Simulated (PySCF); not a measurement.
# C2H6BP: magnetic properties

The task here is to estimate one member of a computed series from the others.

Programs: PySCF 2.14.0, with routines of our own; each step states its level. All values are computed. Atoms count from 0.

## The system as given

10 atoms, charge 0, multiplicity 1; geometry from: PBE0-D3(BJ)/def2-SVP.

Set-up of the first run:

The job: settings as JSON, then the geometry in Å.

```
{"job": {"kind": "mag", "xc": "LC-wPBE", "basis": "aug-pcSseg-1"}, "charge": 0, "multiplicity": 1}
B     -1.687158     0.004999     0.342287
P      0.093243    -0.493565    -0.135139
C      1.394242     0.496712    -0.862107
C      1.648422     0.213272     0.397054
H     -2.331899    -0.283043    -0.656049
H     -1.926106    -0.720965     1.297169
H     -1.625049     1.195570     0.596573
H      0.340678    -1.849663    -0.489847
H      1.755857     1.053768    -1.726662
H      2.349939     0.391427     1.212330
```

Level: GIAO LC-wPBE/aug-pcSseg-1 magnetisability, rotational g tensor and spin-rotation constants, non-relativistic, gas phase.

Run with:

```console
OMP_NUM_THREADS=1 python excited_run.py task.json out
```

One launch serves the whole session: the jobs run in the order shown.

Among the steps run: Magnetic properties: GIAO LC-wPBE/aug-pcSseg-1; Magnetic properties: GIAO KT2/aug-pcSseg-1; Magnetic properties: GIAO PBE/aug-pcSseg-1; Magnetic properties: GIAO B97-D/aug-pcSseg-1; Magnetic properties: GIAO HF/aug-pcSseg-1; Magnetic properties: GIAO PW91/aug-pcSseg-1.

One table of the session follows, with a row left open; its other results are not shown here.

```
                    level  gap (eV)
GIAO LC-wPBE/aug-pcSseg-1     11.35
    GIAO KT2/aug-pcSseg-1         ?
    GIAO PBE/aug-pcSseg-1      4.50
  GIAO B97-D/aug-pcSseg-1      4.62
     GIAO HF/aug-pcSseg-1     11.33
   GIAO PW91/aug-pcSseg-1      4.50
```

Estimate the missing values for GIAO KT2/aug-pcSseg-1.

**Answer.** gap (eV): 4.63. In the column «gap (eV)» it lies between GIAO B97-D/aug-pcSseg-1 (4.62) and GIAO HF/aug-pcSseg-1 (11.33).

Limits of these values: Vibrational averaging and real surroundings are missing from these values.
